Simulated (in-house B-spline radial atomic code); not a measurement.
**Re⁹⁺: Hartree-Fock with and without relativity**

Wanted: relativistic shifts in Re⁹⁺, shell by shell.

Method: Hartree-Fock averaged over the configuration, non-relativistic (point nucleus) and Dirac-Coulomb (finite nucleus); spherical all-electron atom at the radial basis limit. Code: in-house B-spline radial atomic code version 1.

### 1 Starting point

- element: rhenium (Z = 75)
- charge: +9
- electrons: 66
- configuration: [Kr] 4d10 4f14 5s2 5p4
- nucleus: point (non-relativistic run); Fermi, rms radius 5.370 fm (Dirac runs)

Outer shells as boxes (Hund's rule):

[Kr] 4d10 4f14 5s2 5p4
```
[Kr] core
4d [↑↓][↑↓][↑↓][↑↓][↑↓]
4f [↑↓][↑↓][↑↓][↑↓][↑↓][↑↓][↑↓]
5s [↑↓]
5p [↑↓][↑ ][↑ ]
```

The boxes draw the filling by Hund's rule, which heavy ions in jj coupling don't follow; these runs average over all states of the configuration.

### 2 Non-relativistic run

Input settings:

```ini
Z = 75
electrons = 66.0
configuration = [Kr] 4d10 4f14 5s2 5p4
hamiltonian = nr
method = hf
spin_polarised = False
```

### 3 Dirac-Coulomb run

Input settings:

```ini
Z = 75
electrons = 66.0
configuration = [Kr] 4d10 4f14 5s2 5p4
hamiltonian = dirac
method = hf
spin_polarised = False
nucleus = fermi
rms_radius = 5.3698
mass_number = 187
atomic_mass = 186.955752217
speed_of_light = 137.035999084
```

### 4 Dirac-Coulomb run in the lowest jj configuration, 1s2 2s2 2p6 3s2 3p6 3d10 4s2 4p6 4d10 4f14 5s2 5p-2 5p+2

In configurations, a minus sign after the shell means j = l − 1/2 and a plus sign j = l + 1/2; the count of electrons follows.

The settings differ from step 3 so:

```diff
@@ -2,3 +2,3 @@
 electrons = 66.0
-configuration = [Kr] 4d10 4f14 5s2 5p4
+configuration = 1s2 2s2 2p6 3s2 3p6 3d10 4s2 4p6 4d10 4f14 5s2 5p-2 5p+2
 hamiltonian = dirac
```

**Question.** How much does each shell's level and mean radius change with the Dirac Hamiltonian, and the total energy?

**Answer**, as computed:

Levels and radii; the Dirac values are averaged over j with the occupations as weights.

| shell | ε non-rel. (eV) | ε Dirac (eV) | <r> non-rel. (bohr) | <r> Dirac (bohr) | change of <r> (%) |
| --- | --- | --- | --- | --- | --- |
| 1s | -66261.6 | -72284.1 | 0.02019 | 0.01804 | -10.69 |
| 2s | -11186.7 | -12790.0 | 0.08521 | 0.07553 | -11.35 |
| 2p | -10719.6 | -11256.2 | 0.07215 | 0.06789 | -5.90 |
| 3s | -2734.38 | -3133.12 | 0.2157 | 0.1964 | -8.93 |
| 3p | -2516.26 | -2666.89 | 0.2062 | 0.1966 | -4.61 |
| 3d | -2115.13 | -2099.17 | 0.1809 | 0.1793 | -0.91 |
| 4s | -699.40 | -798.94 | 0.4791 | 0.4406 | -8.05 |
| 4p | -605.86 | -641.70 | 0.4865 | 0.4672 | -3.98 |
| 4d | -436.10 | -432.25 | 0.5010 | 0.4991 | -0.38 |
| 4f | -211.37 | -201.23 | 0.5457 | 0.5588 | +2.41 |
| 5s | -211.93 | -231.28 | 1.080 | 1.000 | -7.38 |
| 5p | -180.97 | -186.81 | 1.149 | 1.110 | -3.37 |

What this shows: The total energy moves by -923.00 hartree, or -5.9 %, between the two Hamiltonians (nuclear size included). The first-order mass-velocity and Darwin terms of the non-relativistic run add up to -778.28 hartree, 84 % of it. 2s shrinks most on the average over j, by -11.35 %, while 4f expands by 2.41 %, being screened better by the contracted inner s and p shells. Spin-orbit coupling splits the 5p level by 13.526 eV and the 2p level by 1442.69 eV. The lowest jj configuration lies 8.593 eV below the average over the whole configuration. Breit terms add 17.7 hartree and QED terms 12.1 hartree.
